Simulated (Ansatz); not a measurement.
# C₄H₁₃NSi: small, medium and large basis sets

How large a basis does C₄H₁₃NSi need? Two functionals are run in growing sets.

Program: Ansatz 0.2.0, Gaussian basis. Level of theory: one geometry, several basis sets. These are calculated values, not measurements.

Plan: PBE0-D4/def2-SVP; ωB97M-V/def2-SVP; PBE0-D4/def2-QZVPP; ωB97M-V/def2-QZVPP; the functionals' def2-TZVPP values are taken from earlier runs.

1 further run of the same task is left out (it didn't finish). Runs told in other sessions of the task aren't counted.

## (1) The relaxed structure

All runs share one geometry, relaxed beforehand with PBE0-D4 in a triple-zeta def2 set.

SMILES `CC(C)N(C)[SiH3]`, 19 atoms, charge 0, spin multiplicity 1.

Atoms are counted from 1 here; the program's logs count them from 0.

Bond lengths: C1–C2 1.523 Å, C1–H7 1.092 Å, C1–H8 1.093 Å, C1–H9 1.092 Å, C2–C3 1.525 Å, C2–N4 1.460 Å, C2–H10 1.097 Å, C3–H11 1.093 Å, C3–H12 1.092 Å, C3–H13 1.093 Å, N4–C5 1.445 Å, N4–Si6 1.716 Å, C5–H14 1.092 Å, C5–H15 1.099 Å, C5–H16 1.095 Å, Si6–H17 1.487 Å, Si6–H18 1.498 Å, Si6–H19 1.487 Å. Angles: C2–C1–H7 110.3°, C2–C1–H8 111.6°, C2–C1–H9 110.7°, H7–C1–H8 107.2°, H7–C1–H9 108.5°, H8–C1–H9 108.4°, C1–C2–C3 111.2°, C1–C2–N4 111.9°, C1–C2–H10 107.1°, C3–C2–N4 113.0°, C3–C2–H10 107.5°, N4–C2–H10 105.8°, C2–C3–H11 111.3°, C2–C3–H12 111.0°, C2–C3–H13 110.6°, H11–C3–H12 108.1°, H11–C3–H13 107.4°, H12–C3–H13 108.2° and more.

## (2) PBE0-D4 in def2-SVP

The input, in.yaml:

```yaml
crystal:
  periodic: [false, false, false]
  atoms:
    - {symbol: C, position_ang: [-0.962543, -1.622024, -0.582108]}
    - {symbol: C, position_ang: [-0.155562, -0.338235, -0.722666]}
    - {symbol: C, position_ang: [1.290756, -0.635096, -1.105213]}
    - {symbol: N, position_ang: [-0.270782, 0.508802, 0.461035]}
    - {symbol: C, position_ang: [0.247591, -0.021851, 1.701584]}
    - {symbol: Si, position_ang: [-0.488317, 2.201424, 0.278198]}
    - {symbol: H, position_ang: [-0.970657, -2.169142, -1.527590]}
    - {symbol: H, position_ang: [-0.534929, -2.286418, 0.173007]}
    - {symbol: H, position_ang: [-1.993768, -1.400245, -0.300998]}
    - {symbol: H, position_ang: [-0.602908, 0.234678, -1.544168]}
    - {symbol: H, position_ang: [1.784731, -1.246156, -0.345217]}
    - {symbol: H, position_ang: [1.862232, 0.288430, -1.223500]}
    - {symbol: H, position_ang: [1.334114, -1.186596, -2.047477]}
    - {symbol: H, position_ang: [0.022217, 0.668989, 2.517236]}
    - {symbol: H, position_ang: [1.335652, -0.173664, 1.692791]}
    - {symbol: H, position_ang: [-0.221556, -0.978217, 1.954063]}
    - {symbol: H, position_ang: [-1.440461, 2.428163, -0.841920]}
    - {symbol: H, position_ang: [0.750080, 2.983111, -0.036030]}
    - {symbol: H, position_ang: [-1.027688, 2.739649, 1.555676]}
basis:
  gaussian: {orbitals: def2-SVP}
hamiltonian: {xc: pbe0, dispersion: d4}
output: {orbitals: {seedname: orbitals}}
```

Launch:

```console
> ansatz run in.yaml --threads 4 --pin off --events-out ev --progress --plain --max-ram 11315MiB
```

After this run come: ωB97M-V in def2-SVP; PBE0-D4 in def2-QZVPP; ωB97M-V in def2-QZVPP.

**Question.** What will the summary of the whole plan be? Wanted: PBE0-D4: double and triple zeta above quadruple; ωB97M-V: double and triple zeta above quadruple.

The runs gave:

| quantity | value |
| --- | --- |
| PBE0-D4: double and triple zeta above quadruple | 9.78, 0.61 eV |
| ωB97M-V: double and triple zeta above quadruple | 10.17, 0.59 eV |

In words: PBE0-D4 gains 9.16 eV from double to triple zeta, then 0.61 eV more. These are total energies; as a rule much of such shifts cancels in differences, which this series doesn't test. The LUMO of ωB97M-V is positive and keeps falling with the basis (2.85 to 1.60 eV): an unbound level that the basis holds in place.
